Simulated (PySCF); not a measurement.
**InO: a composite coupled-cluster curve**

One table from this session's results is given with a row withheld; the runs are named, their logs left out.

Method: CCSD(T) on ROHF, scalar-relativistic core potentials; program: PySCF 2.14.0.

Set-up of the first run:

| Property | Result |
| --- | --- |
| molecule | InO |
| state | doublet, unpaired electrons π ↑ |
| smaller basis | In cc-pwCVDZ-PP with ECP28, O aug-cc-pVDZ |
| larger basis | In cc-pwCVTZ-PP with ECP28, O aug-cc-pVTZ |
| frozen core orbitals | 5 |
| extrapolation | correlation as n⁻³ (n = 2, 3), Hartree–Fock as (n+1)·exp(−9√n) |
| corrections | core–valence correlation |
| distances (Å) | 1.8479, 1.9319, 2.0159, 2.0999, 2.1839, 2.2889, 2.3938 |
| masses (u) | 114.9039, 15.9949 |
| dissociation limit | In + O |

Run with:

```sh
> OMP_NUM_THREADS=4 python comp.py task.json out
```

Steps of the session up to this table: Coupled cluster at each distance.

One of the session's tables, all rows but one given; the rest of the session is left out.

Parts of the energy along the bond, in eV from In + O:

```
 R (Å)  HF/CBS  CCSD corr.      (T)  core–valence
1.8479  -1.400      -1.459  -0.1505       -0.0072
1.9319  -1.736      -1.455  -0.1571       -0.0057
2.0159  -1.877      -1.458  -0.1647       -0.0046
2.0999  -1.886      -1.467  -0.1729       -0.0037
2.1839  -1.807      -1.479  -0.1812       -0.0030
2.2889       ?           ?        ?             ?
2.3938  -1.404      -1.510  -0.2020       -0.0019
```

**Question.** Estimate the row for R (Å) = 2.2889.

Worked estimate for «HF/CBS». A straight line through the neighbours (2.1839, -1.807) and (2.3938, -1.404) gives -1.807 + (-1.404 + 1.807) × (2.2889 − 2.1839) / (2.3938 − 2.1839) = -1.605; a parabola fitted to 3 rows on both sides gives -1.642.

**Answer.** HF/CBS: -1.631; CCSD corr.: -1.494; (T): -0.1917; core–valence: -0.0024. In «HF/CBS» the line misses by +0.026 and the parabola by -0.011.

To keep in mind: Spin–orbit coupling and excitations beyond (T) are left out. An extrapolation from double and triple zeta is rough, so this isn't yet the limit.
